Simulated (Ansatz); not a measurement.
# SiH₃O₃ radical: a ladder of functionals and wavefunction methods

How much do the methods differ for SiH₃O₃ radical? The plan is to run it at one geometry with functionals of several rungs and with coupled cluster, and see how far each lands from CCSD(T) at the basis-set limit for the atomisation energy.

Method: functionals in def2-TZVPP, the program's frozen cores in correlated methods; program: Ansatz 0.2.0, Gaussian basis.

The runs, in order: LDA (SPW92), PBE-D4, revPBE-D4, BLYP-D4, r2SCAN-D4, B97M-V, PBE0-D4, B3LYP-D4, r2SCANh-D4, r2SCAN0-D4, HSE06-D4, BHLYP-D4, CAM-B3LYP-D4, LC-ωPBE, ωB97X-V, ωB97M-V, B2PLYP, PBE-QIDH; CCSD(T)/def2-SVP; CCSD(T)/def2-TZVPP; MP2/def2-QZVPP; extrapolation to the limit; RPA on PBE.

## 1. The relaxed structure

The geometry comes from an earlier relaxation with PBE0-D4 in a triple-zeta def2 set; it is a stationary point, not always the lowest conformer.

SMILES `[O][SiH](O)O`, 7 atoms, charge 0, spin multiplicity 2.

Atoms are counted from 1 here; the program's logs count them from 0.

Bond lengths: O1–Si2 1.657 Å, Si2–O3 1.623 Å, Si2–O4 1.635 Å, Si2–H5 1.483 Å, O3–H6 0.959 Å, O4–H7 0.959 Å. Angles: O1–Si2–O3 116.5°, O1–Si2–O4 110.6°, O1–Si2–H5 98.3°, O3–Si2–O4 106.2°, O3–Si2–H5 108.9°, O4–Si2–H5 116.6°, Si2–O3–H6 117.7°, Si2–O4–H7 117.3°.

## 2. LDA

This LDA is Slater exchange with PW92 correlation.

The input, in.yaml:

```yaml
crystal:
  periodic: [false, false, false]
  atoms:
    - {symbol: O, position_ang: [-1.574084, -0.944292, 0.000316]}
    - {symbol: Si, position_ang: [-0.294441, 0.091369, 0.191553]}
    - {symbol: O, position_ang: [0.802614, -0.313175, 1.317360]}
    - {symbol: O, position_ang: [0.528900, 0.254897, -1.211412]}
    - {symbol: H, position_ang: [-1.048234, 1.278542, 0.661890]}
    - {symbol: H, position_ang: [1.628520, -0.696515, 1.017404]}
    - {symbol: H, position_ang: [0.018023, 0.261074, -2.022711]}
basis:
  gaussian: {orbitals: def2-TZVPP}
magnetization: {spin_polarized: true, initial_magnetization: 1}
hamiltonian: {xc: lda}
output: {orbitals: {seedname: orbitals}}
```

The runs that follow: PBE-D4 (GGA); revPBE-D4 (GGA); BLYP-D4 (GGA); r2SCAN-D4 (meta-GGA); B97M-V (meta-GGA); PBE0-D4 (hybrid); B3LYP-D4 (hybrid); r2SCANh-D4 (hybrid); r2SCAN0-D4 (hybrid); HSE06-D4 (hybrid); BHLYP-D4 (hybrid); CAM-B3LYP-D4 (range-separated); LC-ωPBE-D4 (range-separated); ωB97X-V (range-separated); ωB97M-V (range-separated); B2PLYP (double hybrid); PBE-QIDH (double hybrid); CCSD(T) in def2-SVP; CCSD(T) in def2-TZVPP; MP2 in def2-QZVPP; RPA on PBE orbitals.

**Question.** What will the summary of the whole plan be? Wanted: atomisation energy, CCSD(T)/CBS; farthest beyond LDA; mean size of error, GGA; mean size of error, meta-GGA; mean size of error, hybrid; mean size of error, range-separated; mean size of error, double hybrid; gap, smallest and largest; T1 diagnostic.

As calculated:

```
                               quantity                                                       value
        atomisation energy, CCSD(T)/CBS                                               2629.5 kJ/mol
 functionals within 13.1 kJ/mol (0.5 %)  BLYP-D4, r2SCAN-D4, B97M-V, CAM-B3LYP-D4, ωB97X-V, ωB97M-V
                    farthest beyond LDA                                    BHLYP-D4 (-130.4 kJ/mol)
                mean size of error, GGA                                                 30.0 kJ/mol
           mean size of error, meta-GGA                                                  5.1 kJ/mol
             mean size of error, hybrid                                                 61.0 kJ/mol
    mean size of error, range-separated                                                 11.4 kJ/mol
      mean size of error, double hybrid                                                 55.3 kJ/mol
              gap, smallest and largest                    0.33 eV (LDA (SPW92)), 9.97 eV (LC-ωPBE)
                          T1 diagnostic                                                      0.0150
triples share of the correlation energy                                                       3.2 %
```

**Reading.** LDA overbinds by 404.4 kJ/mol (15 %). PBE-D4 is off by +23.6 kJ/mol. Double hybrids carry the basis error of their MP2 part in triple zeta, and no dispersion term here, so their miss is partly the set-up's. The rungs meta-GGA, range-separated miss on average by less than the doubt on the reference (13.1 kJ/mol), so they tie. The reference freezes the cores and leaves out relativity and excitations past (T), so misses under about 13.1 kJ/mol can't be ranked. Hartree-Fock recovers 69 % of the binding; the rest is correlation. CCSD(T) in def2-SVP is off by -271.3 kJ/mol, which most functionals beat. Orbital gaps span 0.3 to 10.0 eV; exact exchange widens them.
